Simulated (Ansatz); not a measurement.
**BFH6OSi: search for a transition state**

Is there a first-order saddle for this four-centre ligand exchange, which should form B1–O6, F2–H5 and break B1–F2, H5–O6, and which two structures does it connect?

Method: PBE0-D4, def2-SVP first, then def2-TZVP; program: Ansatz 0.2.0, Gaussian basis.

31 further runs of the same task are left out: 31 set aside as unsound or not needed.

## 1. Starting geometry

The guess: 10 atoms, charge 0, spin multiplicity 1.

Atoms are counted from 1 here; the program's logs count them from 0.

Bond lengths: B1–H3 1.163 Å, B1–H4 1.162 Å, O6–Si7 1.621 Å, Si7–H8 1.462 Å, Si7–H9 1.463 Å, Si7–H10 1.460 Å. Angles: H3–B1–H4 126.4°, O6–Si7–H8 101.5°, O6–Si7–H9 111.2°, O6–Si7–H10 108.1°, H8–Si7–H9 111.3°, H8–Si7–H10 113.5°, H9–Si7–H10 110.9°.

As a file:

```mol
BFH6OSi
  3D, bonds by distance, orders not assigned

 10  6  0  0  0  0  0  0  0  0999 V2000
   -1.5569    0.1600   -0.1208 B   0  0
   -1.6637   -1.5095    0.0126 F   0  0
   -2.2095    0.6455    0.7103 H   0  0
   -1.5533    0.4434   -1.2479 H   0  0
   -0.5482   -1.2103    0.3463 H   0  0
    0.0633   -0.1012    0.4707 O   0  0
    1.5633    0.3238    0.0268 Si  0  0
    2.3762   -0.5042    0.9165 H   0  0
    1.8126   -0.0038   -1.3776 H   0  0
    1.7162    1.7562    0.2630 H   0  0
  1  3  8  0
  1  4  8  0
  6  7  8  0
  7  8  8  0
  7  9  8  0
  7 10  8  0
M  END
```

Distances that are to change: B1–O6 1.74 Å, F2–H5 1.20 Å, B1–F2 1.68 Å, H5–O6 1.27 Å.

## 2. Relaxing the guess with the reacting distances held

File hold/in.yaml:

```yaml
crystal:
  periodic: [false, false, false]
  atoms:
    - {symbol: B, position_ang: [-1.556900, 0.160000, -0.120800]}
    - {symbol: F, position_ang: [-1.663700, -1.509500, 0.012600]}
    - {symbol: H, position_ang: [-2.209500, 0.645500, 0.710300]}
    - {symbol: H, position_ang: [-1.553300, 0.443400, -1.247900]}
    - {symbol: H, position_ang: [-0.548200, -1.210300, 0.346300]}
    - {symbol: O, position_ang: [0.063300, -0.101200, 0.470700]}
    - {symbol: Si, position_ang: [1.563300, 0.323800, 0.026800]}
    - {symbol: H, position_ang: [2.376200, -0.504200, 0.916500]}
    - {symbol: H, position_ang: [1.812600, -0.003800, -1.377600]}
    - {symbol: H, position_ang: [1.716200, 1.756200, 0.263000]}
basis:
  gaussian: {orbitals: def2-SVP}
hamiltonian: {xc: pbe0, dispersion: d4}
relax: {f_tol: 0.08, max_steps: 120, escape_saddle: false, constraints: [{distance: [0, 5]}, {distance: [1, 4]}, {distance: [0, 1]}, {distance: [4, 5]}]}
```

The command line of these runs was not kept.

Further steps of the session: Saddle search in the small basis; Saddle search in triple zeta; Vibrations at the point found; Relaxing after a step of 0.30 Å one way along the mode; Relaxing after a step of 0.30 Å the other way along the mode.

Before running it: what results should come out? Wanted: imaginary mode; barrier from the start side; barrier from the end side; energy of the step; pairs that change; zero-point energy at the saddle.

The runs gave:

```
                       quantity                                                      value
                 imaginary mode                                                  876i cm⁻¹
    barrier from the start side                                                82.8 kJ/mol
      barrier from the end side                                                64.0 kJ/mol
             energy of the step                                               +18.8 kJ/mol
              pairs that change  B1–O6 tightened, F2–H5 formed, B1–F2 broken, H5–O6 broken
zero-point energy at the saddle                                                   1.675 eV
```

**Reading.** The point has a single imaginary mode (876i cm⁻¹), as a transition state must. Going downhill both ways gives the intended start and end. At PBE0-D4/def2-TZVP the electronic barrier is 82.8 kJ/mol, about 33 kT at 298 K, and the step runs 18.8 kJ/mol uphill. A step off the saddle overshot and began above it in energy, so the link to its end is likely but not proven.
